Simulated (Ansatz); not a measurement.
# Li27H26F: the cost of one run

Program: Ansatz 0.2.0. Level of theory: DFT, PBE, plane-wave PAW, default files, scalar-relativistic, as far as a step names no other. These are calculated values, not measurements.

## (1) The structure to begin with

Symmetry: Fm-3m, No. 225, cubic system. Conventional cell: a = 12.052 Å, b = 12.052 Å, c = 12.052 Å, α = 90.00°, β = 90.00°, γ = 90.00°. Around Li (site symmetry 3m) lie 6 H at 2.01 Å. Around Li (site symmetry 4mm) lie 5 H at 2.01 Å and 1 F at 2.01 Å. Around Li (site symmetry mm2) lie 6 H at 2.01 Å. Li (site symmetry m-3m) has 6 H at 2.01 Å as nearest neighbours. Around F (site symmetry m-3m) lie 6 Li at 2.01 Å. H (site symmetry mm2) has 6 Li at 2.01 Å as nearest neighbours. H (site symmetry 3m) has 6 Li at 2.01 Å as nearest neighbours. Around H (site symmetry 4mm) lie 6 Li at 2.01 Å.

As a file:

```
CELL_PARAMETERS angstrom
0.00000 6.02586 6.02586
6.02586 0.00000 6.02586
6.02586 6.02586 0.00000
ATOMIC_POSITIONS crystal
Li 0.00000 0.00000 0.00000
Li 0.00000 0.00000 0.33333
Li 0.00000 0.00000 0.66667
Li 0.00000 0.33333 0.00000
Li 0.00000 0.33333 0.33333
Li 0.00000 0.33333 0.66667
Li 0.00000 0.66667 0.00000
Li 0.00000 0.66667 0.33333
Li 0.00000 0.66667 0.66667
Li 0.33333 0.00000 0.00000
Li 0.33333 0.00000 0.33333
Li 0.33333 0.00000 0.66667
Li 0.33333 0.33333 0.00000
Li 0.33333 0.33333 0.33333
Li 0.33333 0.33333 0.66667
Li 0.33333 0.66667 0.00000
Li 0.33333 0.66667 0.33333
Li 0.33333 0.66667 0.66667
Li 0.66667 0.00000 0.00000
Li 0.66667 0.00000 0.33333
Li 0.66667 0.00000 0.66667
Li 0.66667 0.33333 0.00000
Li 0.66667 0.33333 0.33333
Li 0.66667 0.33333 0.66667
Li 0.66667 0.66667 0.00000
Li 0.66667 0.66667 0.33333
Li 0.66667 0.66667 0.66667
F 0.16667 0.16667 0.16667
H 0.16667 0.16667 0.50000
H 0.16667 0.16667 0.83333
H 0.16667 0.50000 0.16667
H 0.16667 0.50000 0.50000
H 0.16667 0.50000 0.83333
H 0.16667 0.83333 0.16667
H 0.16667 0.83333 0.50000
H 0.16667 0.83333 0.83333
H 0.50000 0.16667 0.16667
H 0.50000 0.16667 0.50000
H 0.50000 0.16667 0.83333
H 0.50000 0.50000 0.16667
H 0.50000 0.50000 0.50000
H 0.50000 0.50000 0.83333
H 0.50000 0.83333 0.16667
H 0.50000 0.83333 0.50000
H 0.50000 0.83333 0.83333
H 0.83333 0.16667 0.16667
H 0.83333 0.16667 0.50000
H 0.83333 0.16667 0.83333
H 0.83333 0.50000 0.16667
H 0.83333 0.50000 0.50000
H 0.83333 0.50000 0.83333
H 0.83333 0.83333 0.16667
H 0.83333 0.83333 0.50000
H 0.83333 0.83333 0.83333
```

Atom 28 of the input is the impurity.

## (2) Single point at the given positions

Input file input.yaml:

```yaml
crystal:
  lattice:
    - [0.0, 6.0258581757, 6.0258581757]
    - [6.0258581757, 0.0, 6.0258581757]
    - [6.0258581757, 6.0258581757, 0.0]
  atoms:
    - { symbol: Li, position: [0.0, 0.0, 0.0] }
    - { symbol: Li, position: [0.0, 0.0, 0.3333333333] }
    - { symbol: Li, position: [0.0, 0.0, 0.6666666667] }
    - { symbol: Li, position: [0.0, 0.3333333333, 0.0] }
    - { symbol: Li, position: [0.0, 0.3333333333, 0.3333333333] }
    - { symbol: Li, position: [0.0, 0.3333333333, 0.6666666667] }
    - { symbol: Li, position: [0.0, 0.6666666667, 0.0] }
    - { symbol: Li, position: [0.0, 0.6666666667, 0.3333333333] }
    - { symbol: Li, position: [0.0, 0.6666666667, 0.6666666667] }
    - { symbol: Li, position: [0.3333333333, 0.0, 0.0] }
    - { symbol: Li, position: [0.3333333333, 0.0, 0.3333333333] }
    - { symbol: Li, position: [0.3333333333, 0.0, 0.6666666667] }
    - { symbol: Li, position: [0.3333333333, 0.3333333333, 0.0] }
    - { symbol: Li, position: [0.3333333333, 0.3333333333, 0.3333333333] }
    - { symbol: Li, position: [0.3333333333, 0.3333333333, 0.6666666667] }
    - { symbol: Li, position: [0.3333333333, 0.6666666667, 0.0] }
    - { symbol: Li, position: [0.3333333333, 0.6666666667, 0.3333333333] }
    - { symbol: Li, position: [0.3333333333, 0.6666666667, 0.6666666667] }
    - { symbol: Li, position: [0.6666666667, 0.0, 0.0] }
    - { symbol: Li, position: [0.6666666667, 0.0, 0.3333333333] }
    - { symbol: Li, position: [0.6666666667, 0.0, 0.6666666667] }
    - { symbol: Li, position: [0.6666666667, 0.3333333333, 0.0] }
    - { symbol: Li, position: [0.6666666667, 0.3333333333, 0.3333333333] }
    - { symbol: Li, position: [0.6666666667, 0.3333333333, 0.6666666667] }
    - { symbol: Li, position: [0.6666666667, 0.6666666667, 0.0] }
    - { symbol: Li, position: [0.6666666667, 0.6666666667, 0.3333333333] }
    - { symbol: Li, position: [0.6666666667, 0.6666666667, 0.6666666667] }
    - { symbol: F, position: [0.1666666667, 0.1666666667, 0.1666666667] }
    - { symbol: H, position: [0.1666666667, 0.1666666667, 0.5] }
    - { symbol: H, position: [0.1666666667, 0.1666666667, 0.8333333333] }
    - { symbol: H, position: [0.1666666667, 0.5, 0.1666666667] }
    - { symbol: H, position: [0.1666666667, 0.5, 0.5] }
    - { symbol: H, position: [0.1666666667, 0.5, 0.8333333333] }
    - { symbol: H, position: [0.1666666667, 0.8333333333, 0.1666666667] }
    - { symbol: H, position: [0.1666666667, 0.8333333333, 0.5] }
    - { symbol: H, position: [0.1666666667, 0.8333333333, 0.8333333333] }
    - { symbol: H, position: [0.5, 0.1666666667, 0.1666666667] }
    - { symbol: H, position: [0.5, 0.1666666667, 0.5] }
    - { symbol: H, position: [0.5, 0.1666666667, 0.8333333333] }
    - { symbol: H, position: [0.5, 0.5, 0.1666666667] }
    - { symbol: H, position: [0.5, 0.5, 0.5] }
    - { symbol: H, position: [0.5, 0.5, 0.8333333333] }
    - { symbol: H, position: [0.5, 0.8333333333, 0.1666666667] }
    - { symbol: H, position: [0.5, 0.8333333333, 0.5] }
    - { symbol: H, position: [0.5, 0.8333333333, 0.8333333333] }
    - { symbol: H, position: [0.8333333333, 0.1666666667, 0.1666666667] }
    - { symbol: H, position: [0.8333333333, 0.1666666667, 0.5] }
    - { symbol: H, position: [0.8333333333, 0.1666666667, 0.8333333333] }
    - { symbol: H, position: [0.8333333333, 0.5, 0.1666666667] }
    - { symbol: H, position: [0.8333333333, 0.5, 0.5] }
    - { symbol: H, position: [0.8333333333, 0.5, 0.8333333333] }
    - { symbol: H, position: [0.8333333333, 0.8333333333, 0.1666666667] }
    - { symbol: H, position: [0.8333333333, 0.8333333333, 0.5] }
    - { symbol: H, position: [0.8333333333, 0.8333333333, 0.8333333333] }
kpoints:
  mp_grid: { grid: [3, 3, 3] }
scf:
  occupations: { method: fermi_dirac, width: 0.01 }
hamiltonian:
  xc: pbe
  pseudopotentials: { kind: paw }
output:
  forces: true
  stress: true
  populations: true
  efg:
    quadrupole_moments_barn: { Li: -0.0401, H: 0.00285783 }
    contact_densities: true
  write_density: true
  write_potential: true
  elf: true
  volumetric_format: npy
```

Command:

```
$ ansatz run input.yaml --threads 1 --pin off --max-ram 2560MiB --backend cpu --events-out ev --progress --plain --runs-dir out
```

**Question.** How long does this run take on 1 thread of Arm Neoverse N1, shared host, and how much memory does it need?

About 45 s, with a peak of 0.78 GiB.
